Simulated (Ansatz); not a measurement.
# C₂H₃F₂NSi: geometry and vibrations

Aim: relax C₂H₃F₂NSi from a cheap starting geometry, check the end point by its vibrations and derive ideal-gas thermochemistry, and look at its orbitals and charge.

Method: RKS PBE0-D4/def2-TZVP; program: Ansatz 0.2.0, Gaussian basis.

Plan: relaxation at PBE-D4/def2-SVP; relaxation at PBE0-D4/def2-TZVP; harmonic vibrations at the same level; a single point in def2-TZVPP for the fields.

## (1) Where the work starts

SMILES `N=C1C(F)[SiH]1F`, 9 atoms, charge 0, spin multiplicity 1.

Atoms are counted from 1 here; the program's logs count them from 0.

Bond lengths: N1–C2 1.259 Å, N1–H7 0.991 Å, C2–C3 1.389 Å, C2–Si5 1.708 Å, C3–F4 1.396 Å, C3–Si5 2.362 Å, C3–H8 1.151 Å, Si5–F6 1.619 Å, Si5–H9 1.449 Å. Angles: C2–N1–H7 112.7°, N1–C2–C3 122.5°, N1–C2–Si5 138.6°, C3–C2–Si5 98.9°, C2–C3–F4 121.6°, C2–C3–Si5 45.6°, C2–C3–H8 119.8°, F4–C3–Si5 101.6°, F4–C3–H8 103.8°, Si5–C3–H8 91.3°, C2–Si5–C3 35.5°, C2–Si5–F6 114.6°, C2–Si5–H9 121.6°, C3–Si5–F6 99.4°, C3–Si5–H9 101.4°, F6–Si5–H9 108.0°.

Coordinates:

```
atom    x (Å)    y (Å)    z (Å)
  N1  -1.6704  -0.5530   0.8792
  C2  -0.6184  -0.1033   0.3535
  C3   0.2104  -0.8822  -0.4440
  F4   0.2673  -0.7076  -1.8279
 Si5   0.2751   1.3524   0.3199
  F6   1.6662   1.3084   1.1467
  H7  -1.8615  -1.4881   0.6133
  H8   1.3087  -1.0440  -0.1414
  H9   0.5110   2.0711  -0.9165
```

The start is a force-field geometry with small random shifts, so a cheaper pass at PBE-D4/def2-SVP comes first.

## (2) Relaxation at PBE-D4/def2-SVP (cheap first pass)

Contents of in.yaml:

```yaml
crystal:
  periodic: [false, false, false]
  atoms:
    - {symbol: N, position_ang: [-1.670400, -0.553000, 0.879200]}
    - {symbol: C, position_ang: [-0.618400, -0.103300, 0.353500]}
    - {symbol: C, position_ang: [0.210400, -0.882200, -0.444000]}
    - {symbol: F, position_ang: [0.267300, -0.707600, -1.827900]}
    - {symbol: Si, position_ang: [0.275100, 1.352400, 0.319900]}
    - {symbol: F, position_ang: [1.666200, 1.308400, 1.146700]}
    - {symbol: H, position_ang: [-1.861500, -1.488100, 0.613300]}
    - {symbol: H, position_ang: [1.308700, -1.044000, -0.141400]}
    - {symbol: H, position_ang: [0.511000, 2.071100, -0.916500]}
basis:
  gaussian: {orbitals: def2-SVP}
hamiltonian: {xc: pbe, dispersion: d4}
relax: {f_tol: 0.03, max_steps: 200}
```

On the command line:

```console
> ansatz run in.yaml --threads 4 --pin off --events-out ev --progress --plain --max-ram 10444MiB
```

The log of the run, cut to the lines that bear on the results:

```text
Functional definition: PBE
  name "PBE"
  cite "Perdew, Burke & Ernzerhof, Phys. Rev. Lett. 77, 3865 (1996) doi:10.1103/PhysRevLett.77.3865"
  parent pbe
[...]
1154 factors; their error is unknown
[...]
mean field -16897.73162458 eV, -620.9801835094 hartree, gradient 5.0e-5 eV, S^2 0.000000; 0 other end points of the search recorded, 0 dependent functions left out
[...]
reference -16897.73165481 eV, -620.9801846203 hartree; 27, 27 occupied and 76, 76 virtual orbitals, 1154 factors
relax step   1: F+E_penalty+E_count = -16897.94867112 eV  Δ(F+E_penalty+E_count) = +0.000e0 eV  max|allowed force component| = 5.015e0 eV/Å  Δτ_max = 0.0000 Å  (32 SCF iters, accepted)
[...]
relax step   5: F+E_penalty+E_count = -16899.45138883 eV  Δ(F+E_penalty+E_count) = -1.740e-1 eV  max|allowed force component| = 7.327e-1 eV/Å  Δτ_max = 0.1950 Å  (39 SCF iters, accepted)
[...]
relax step   9: F+E_penalty+E_count = -16900.17920004 eV  Δ(F+E_penalty+E_count) = -1.554e-1 eV  max|allowed force component| = 7.141e-1 eV/Å  Δτ_max = 0.2000 Å  (30 SCF iters, accepted)
[...]
relax step  13: F+E_penalty+E_count = -16900.25741953 eV  Δ(F+E_penalty+E_count) = -1.093e-2 eV  max|allowed force component| = 1.458e-1 eV/Å  Δτ_max = 0.0453 Å  (32 SCF iters, accepted)
[...]
relax step  15: F+E_penalty+E_count = -16900.25900185 eV  Δ(F+E_penalty+E_count) = -1.582e-3 eV  max|allowed force component| = 5.476e-2 eV/Å  Δτ_max = 0.0145 Å  (31 SCF iters, accepted)
[...]
relax step  16: F+E_penalty+E_count = -16900.25943463 eV  Δ(F+E_penalty+E_count) = -4.328e-4 eV  max|allowed force component| = 2.496e-2 eV/Å  Δτ_max = 0.0117 Å  (32 SCF iters, accepted)
1154 factors; their error is unknown
mean field -16900.06636309 eV, -621.0659835671 hartree, gradient 2.1e-5 eV, S^2 0.000000; 1 other end points of the search recorded, 0 dependent functions left out
[...]
reference -16900.06639390 eV, -621.0659846995 hartree; 27, 27 occupied and 76, 76 virtual orbitals, 1154 factors
Total energy: -16900.25946545 eV, -621.0730799480 hartree
Atom 0 at    -1.791913    -0.491754     0.785205 Å, force    -0.006957    -0.002734    -0.004059 eV/Å
Atom 1 at    -0.556561    -0.289247     0.538742 Å, force     0.010226     0.024868     0.018340 eV/Å
Atom 2 at     0.482386    -0.649849    -0.477911 Å, force    -0.024965     0.001017    -0.014747 eV/Å
Atom 3 at     0.179049    -1.234744    -1.678208 Å, force     0.005508    -0.002055    -0.009702 eV/Å
Atom 4 at     0.589545     1.147717     0.173416 Å, force     0.019558    -0.021242     0.009452 eV/Å
Atom 5 at     1.972918     1.587104     0.931630 Å, force    -0.002053     0.005888    -0.003629 eV/Å
Atom 6 at    -2.139459    -1.288564     0.210458 Å, force    -0.002961    -0.012626    -0.002871 eV/Å
Atom 7 at     1.337697    -1.161562     0.029383 Å, force     0.005408     0.000327     0.009724 eV/Å
Atom 8 at     0.014738     2.334597    -0.529916 Å, force    -0.003764     0.006557    -0.002507 eV/Å
Dipole moment:     0.110468    -0.026085    -0.164508 e Å
```

It took 11 s on 4 threads of Intel Xeon 6975P-C, shared host.

Along the way:

```
step  energy from step 1 (eV)  largest force component (eV/Å)
   1                   0.0000                          5.0152
   2                  -0.8075                          3.4306
   3                  -1.1693                          2.2446
   4                  -1.3288                          1.5588
   5                  -1.5027                          0.7327
   6                  -1.6712                          0.8349
   7                  -1.8733                          1.4963
   8                  -2.0752                          1.2741
   9                  -2.2305                          0.7141
  10                  -2.2771                          0.4373
  11                  -2.2957                          0.3433
  12                  -2.2978                          0.6209
  13                  -2.3087                          0.1458
  14                  -2.3079                          0.2241
  15                  -2.3103                          0.0548
  16                  -2.3108                          0.0250
```

Distances of close pairs at the start and the end, largest changes first:

```
  bond  before (Å)  after (Å)  change (Å)
C3–Si5       2.362      1.915      -0.448
C2–Si5       1.708      1.874      +0.166
 C2–C3       1.389      1.498      +0.109
 N1–H7       0.991      1.042      +0.051
Si5–H9       1.449      1.495      +0.045
 C3–H8       1.151      1.118      -0.032
 C3–F4       1.396      1.369      -0.027
Si5–F6       1.619      1.638      +0.019
```

## (3) Optimising with PBE0-D4/def2-TZVP

Contents of in.yaml:

```yaml
crystal:
  periodic: [false, false, false]
  atoms:
    - {symbol: N, position_ang: [-1.791913, -0.491754, 0.785205]}
    - {symbol: C, position_ang: [-0.556561, -0.289247, 0.538742]}
    - {symbol: C, position_ang: [0.482386, -0.649849, -0.477911]}
    - {symbol: F, position_ang: [0.179049, -1.234744, -1.678208]}
    - {symbol: Si, position_ang: [0.589545, 1.147717, 0.173416]}
    - {symbol: F, position_ang: [1.972918, 1.587104, 0.931630]}
    - {symbol: H, position_ang: [-2.139459, -1.288564, 0.210458]}
    - {symbol: H, position_ang: [1.337697, -1.161562, 0.029383]}
    - {symbol: H, position_ang: [0.014738, 2.334597, -0.529916]}
basis:
  gaussian: {orbitals: def2-TZVP}
hamiltonian: {xc: pbe0, dispersion: d4}
relax: {f_tol: 0.005, max_steps: 150}
```

Same command.

The log of the run, cut to the lines that bear on the results:

```text
Functional definition: PBE0
  name "PBE0"
  cite "Adamo & Barone, J. Chem. Phys. 110, 6158 (1999) doi:10.1063/1.478522"
  cite "Perdew, Burke & Ernzerhof, Phys. Rev. Lett. 77, 3865 (1996) doi:10.1103/PhysRevLett.77.3865"
  parent pbe
[...]
1227 factors; their error is unknown
[...]
mean field -16914.43668253 eV, -621.5940830660 hartree, gradient 5.2e-5 eV, S^2 0.000000; 0 other end points of the search recorded, 0 dependent functions left out
[...]
reference -16914.43671051 eV, -621.5940840943 hartree; 27, 27 occupied and 183, 183 virtual orbitals, 1227 factors
relax step   1: F+E_penalty+E_count = -16914.59907860 eV  Δ(F+E_penalty+E_count) = +0.000e0 eV  max|allowed force component| = 1.267e0 eV/Å  Δτ_max = 0.0000 Å  (32 SCF iters, accepted)
[...]
Total energy: -16914.68410591 eV, -621.6031757075 hartree
Atom 0 at    -1.763690    -0.505119     0.788251 Å, force     0.003984     0.001295    -0.000294 eV/Å
Atom 1 at    -0.559592    -0.249310     0.526447 Å, force    -0.002051    -0.002283    -0.000741 eV/Å
Atom 2 at     0.483129    -0.623515    -0.480501 Å, force    -0.000289     0.002876     0.001965 eV/Å
Atom 3 at     0.176652    -1.195309    -1.677722 Å, force    -0.000862     0.001656     0.003020 eV/Å
Atom 4 at     0.599190     1.139019     0.159533 Å, force     0.004801    -0.003833    -0.003045 eV/Å
Atom 5 at     1.911889     1.561210     0.949136 Å, force    -0.001771     0.000903    -0.001081 eV/Å
Atom 6 at    -2.095874    -1.306867     0.241985 Å, force    -0.000061    -0.001349    -0.001837 eV/Å
Atom 7 at     1.287345    -1.173730     0.029520 Å, force    -0.002388    -0.000660     0.000748 eV/Å
Atom 8 at     0.049351     2.307319    -0.553849 Å, force    -0.001362     0.001394     0.001266 eV/Å
Dipole moment:     0.177489     0.018651    -0.126833 e Å
```

It took 19 s on 4 threads of Intel Xeon 6975P-C, shared host; peak memory 0.56 GiB.

The steps of the relaxation:

```
step  energy from step 1 (eV)  largest force component (eV/Å)
   1                   0.0000                          1.2674
   2                  -0.0608                          0.7814
   3                  -0.0795                          0.1168
   4                  -0.0814                          0.1958
   5                  -0.0835                          0.0827
   6                  -0.0840                          0.1197
   7                  -0.0847                          0.0573
   8                  -0.0850                          0.0333
   9                  -0.0850                          0.0048
```

Close pairs (by a distance rule), those that changed most:

```
  bond  before (Å)  after (Å)  change (Å)
Si5–F6       1.638      1.589      -0.049
C3–Si5       1.915      1.879      -0.036
C2–Si5       1.874      1.845      -0.029
Si5–H9       1.495      1.475      -0.019
 C3–H8       1.118      1.100      -0.019
 N1–C2       1.276      1.259      -0.017
 N1–H7       1.042      1.025      -0.017
 C3–F4       1.369      1.362      -0.008
```

Mulliken charges at the end point, from the run's report:

```
atom  value (e)
  N1      -0.32
  C2      -0.10
  C3       0.05
  F4      -0.20
 Si5       0.51
  F6      -0.29
  H7       0.22
  H8       0.12
  H9       0.01
```

## (4) Harmonic vibrations

Contents of in.yaml:

```yaml
crystal:
  periodic: [false, false, false]
  atoms:
    - {symbol: N, position_ang: [-1.763690, -0.505119, 0.788251]}
    - {symbol: C, position_ang: [-0.559592, -0.249310, 0.526447]}
    - {symbol: C, position_ang: [0.483129, -0.623515, -0.480501]}
    - {symbol: F, position_ang: [0.176652, -1.195309, -1.677722]}
    - {symbol: Si, position_ang: [0.599190, 1.139019, 0.159533]}
    - {symbol: F, position_ang: [1.911889, 1.561210, 0.949136]}
    - {symbol: H, position_ang: [-2.095874, -1.306867, 0.241985]}
    - {symbol: H, position_ang: [1.287345, -1.173730, 0.029520]}
    - {symbol: H, position_ang: [0.049351, 2.307319, -0.553849]}
basis:
  gaussian: {orbitals: def2-TZVP}
hamiltonian: {xc: pbe0, dispersion: d4}
phonons: {temperatures: {t_min: 298.15, t_max: 900, t_step: 200}}
```

Launched as before.

The log of the run, cut to the lines that bear on the results:

```text
Functional definition: PBE0
  name "PBE0"
  cite "Adamo & Barone, J. Chem. Phys. 110, 6158 (1999) doi:10.1063/1.478522"
  cite "Perdew, Burke & Ernzerhof, Phys. Rev. Lett. 77, 3865 (1996) doi:10.1103/PhysRevLett.77.3865"
  parent pbe
[...]
1227 factors; their error is unknown
[...]
mean field -16914.52069008 eV, -621.5971702867 hartree, gradient 1.3e-5 eV, S^2 0.000000; 0 other end points of the search recorded, 0 dependent functions left out
[...]
reference -16914.52071793 eV, -621.5971713101 hartree; 27, 27 occupied and 183, 183 virtual orbitals, 1227 factors
[...]
1227 factors; their error is unknown
mean field -16914.52046049 eV, -621.5971618491 hartree, gradient 2.8e-6 eV, S^2 0.000000; 0 other end points of the search recorded, 0 dependent functions left out
[...]
reference -16914.52048834 eV, -621.5971628726 hartree; 27, 27 occupied and 183, 183 virtual orbitals, 1227 factors
[...]
Atom 1 at    -0.559592    -0.249310     0.526447 Å, force    -0.002034    -0.002271    -0.000736 eV/Å
Atom 2 at     0.483129    -0.623515    -0.480501 Å, force    -0.000274     0.002859     0.001981 eV/Å
Atom 3 at     0.176652    -1.195309    -1.677722 Å, force    -0.000867     0.001669     0.003020 eV/Å
Atom 4 at     0.599190     1.139019     0.159533 Å, force     0.004814    -0.003814    -0.003064 eV/Å
Atom 5 at     1.911889     1.561210     0.949136 Å, force    -0.001793     0.000890    -0.001080 eV/Å
Atom 6 at    -2.095874    -1.306867     0.241985 Å, force    -0.000046    -0.001343    -0.001830 eV/Å
Atom 7 at     1.287345    -1.173730     0.029520 Å, force    -0.002395    -0.000658     0.000736 eV/Å
Atom 8 at     0.049351     2.307319    -0.553849 Å, force    -0.001355     0.001392     0.001265 eV/Å
Dipole moment:     0.177489     0.018651    -0.126833 e Å
Vibrations: 152.81 166.15 181.37 254.73 304.90 560.15 631.76 651.67 696.95 771.83 832.13 878.49 948.94 1029.51 1163.60 1238.13 1336.88 1753.80 2280.38 3033.42 3401.02 cm⁻¹, zero-point energy 1.380478 eV
```

It took 72 s on 4 threads of Intel Xeon 6975P-C, shared host; peak memory 0.57 GiB.

Motions are named by where the mode's potential energy lies. The modes, unscaled (a negative number is an imaginary wavenumber):

```
mode  cm⁻¹                  motion
   1   153       bend with torsion
   2   166                    bend
   3   181                    bend
   4   255                    bend
   5   305                    bend
   6   560                    bend
   7   632  bend with Si–C stretch
   8   652  bend with Si–C stretch
   9   697                    bend
  10   772                    bend
  11   832   bend with C–C stretch
  12   878       bend with torsion
  13   949            Si–F stretch
  14  1030       bend with torsion
  15  1164   C–F stretch with bend
  16  1238                    bend
  17  1337                    bend
  18  1754             C–N stretch
  19  2280            Si–H stretch
  20  3033             C–H stretch
  21  3401             N–H stretch
```

From these modes and the moments of inertia (298.15 K, 1 bar, symmetry number 1):

```
                term            value
   zero-point energy    31.8 kcal/mol
          H(298) − E    36.5 kcal/mol
entropy, translation  167.1 J/(mol K)
   entropy, rotation  115.0 J/(mol K)
  entropy, vibration   54.4 J/(mol K)
      entropy, total  336.5 J/(mol K)
```

## (5) Orbitals, density and potential

in.yaml: that of step 4 with these lines changed.

```diff
@@ -13,4 +13,4 @@
 basis:
-  gaussian: {orbitals: def2-TZVP}
+  gaussian: {orbitals: def2-TZVPP}
 hamiltonian: {xc: pbe0, dispersion: d4}
-phonons: {temperatures: {t_min: 298.15, t_max: 900, t_step: 200}}
+output: {orbitals: {seedname: orbitals}}
```

Same command.

The log of the run:

```text
Functional definition: PBE0
  name "PBE0"
  cite "Adamo & Barone, J. Chem. Phys. 110, 6158 (1999) doi:10.1063/1.478522"
  cite "Perdew, Burke & Ernzerhof, Phys. Rev. Lett. 77, 3865 (1996) doi:10.1103/PhysRevLett.77.3865"
  parent pbe
  parameter a = 0.25
  parameter kappa = 0.804
  parameter beta = 0.06672455060314922
  exchange = (1 - a)*pbe_x(kappa = kappa, mu = beta*pi^2/3) + a*exact_x
  correlation = pbe_c(beta = beta)
1295 factors; their error is unknown
mean field evaluation 1: about -16907.3299 eV, gradient 6.0e1 eV
mean field evaluation 2: about -16897.4895 eV, gradient 8.7e1 eV
mean field evaluation 4: about -16914.3755 eV, gradient 8.6e0 eV
mean field evaluation 8: about -16914.5249 eV, gradient 2.3e-1 eV
mean field evaluation 16: about -16914.5634 eV, gradient 6.5e-4 eV
mean field -16914.56336007 eV, -621.5987383796 hartree, gradient 3.6e-5 eV, S^2 0.000000; 0 other end points of the search recorded, 0 dependent functions left out
reference -16914.56338792 eV, -621.5987394031 hartree; 27, 27 occupied and 212, 212 virtual orbitals, 1295 factors
Total energy: -16914.72677714 eV, -621.6047438464 hartree
```

It took 1.6 s on 4 threads of Intel Xeon 6975P-C, shared host; peak memory 0.57 GiB.

The fields below are evaluated on a grid from the run's orbitals.

Frontier orbitals at PBE0-D4/def2-TZVPP, with the share of their density that lies nearest to each atom:

```
orbital  energy (eV)                     lies on
 HOMO-1        -8.18  C3 31 %; Si5 17 %; N1 14 %
   HOMO        -7.32  N1 37 %; C2 19 %; Si5 11 %
   LUMO        -1.83  N1 27 %; C2 25 %; Si5 16 %
```

ELF in a plane through or near 3 of the atoms.

Ten even steps from ' ' (0.00) to '@' (0.99):
```
                                                        
                                                        
                                  ....                  
                                ::++++==..              
                ......        ..++####**--..            
              ..--==--::..    --**%%%%##--..            
              ..==****====--::==**######++==..          
              ..----..::++##**##%%**##%%@@@@**..        
          ....::....##::::##**++##**##@@@@@@%%--        
        ..::--==::..##++..++****++----**@@@@##::        
        ..--====--  ..::****##%%##::  ..--==--          
          ..::::..::**@@@@==::++**..                    
                  ..**%%%%::==----..                    
                    --++****==--::::..                  
                    ..::----::....::..                  
                                  ..                    
                                                        
                                                        
                                                        
                                                        
```
The map spans 10.2 Å across and 8.3 Å up, centred on the molecule. Atoms in the plane (x, y in Å): C3 (0.2, -0.9), Si5 (-1.2, 0.4), H7 (2.4, 0.7).

log10 of the density (e/Å³) in the same plane.

Ten even steps from ' ' (-4.0) to '@' (1.7):
```
                                                        
                                ........                
                  ..............::::::::....            
            ....::::::::::::::------------::..          
          ..::::--------------====++++====--::..        
        ..::----==============++++****++++==--....      
      ..::----==++++++++++++++++**####**++++--::..      
      ::::--==++++****************######**++==--::      
    ..::--==++++**##@@%%******######**##****==--::      
    ..----++++****##@@%%****####****++**++++==::::      
    ..::--==++******##****######**++========--::..      
    ..::--==++++++++****####%%##**++==----::::..        
      ..::--========++****##@@##**++==--::....          
        ..::::----====++**********++==--::..            
          ....::::----==++++++++++++==--::..            
                ..::::--============--::..              
                  ....::::----------::..                
                      ......::::::....                  
                                                        
                                                        
```
The map spans 10.2 Å across and 8.3 Å up, centred on the molecule. Atoms in the plane (x, y in Å): C3 (0.2, -0.9), Si5 (-1.2, 0.4), H7 (2.4, 0.7).

On the surface of density 0.002 e/bohr³ the electrostatic potential runs, from the 1st to the 99th percentile, from -1.53 V near N1 to 1.78 V near Si5.

## (6) Summary of results

```
                  quantity            value
               point group               C1
                     steps           16 + 9
shift from the start (rms)          0.407 Å
              total energy   -16914.6841 eV
           dispersion term         -163 meV
             dipole moment           1.05 D
lowest, highest wavenumber   153, 3401 cm⁻¹
         zero-point energy    31.8 kcal/mol
       entropy at 298.15 K  336.5 J/(mol K)
                HOMO, LUMO  -7.32, -1.83 eV
```

In words: The relaxed geometry lies 0.41 Å (rms) from the start; the bond that changed most is C3–Si5, from 2.362 to 1.879 Å. All wavenumbers are real, so the end point is a minimum. The stiffest mode, 3401 cm⁻¹, is an N–H stretch, and 3 modes under 200 cm⁻¹ make the vibrational entropy uncertain. Harmonic hybrid wavenumbers usually lie a few per cent above measured fundamentals. The largest Mulliken charge, +0.51 e, sits on Si5. The HOMO lies mostly on N1 37 %; C2 19 % and the LUMO on N1 27 %; C2 25 %.
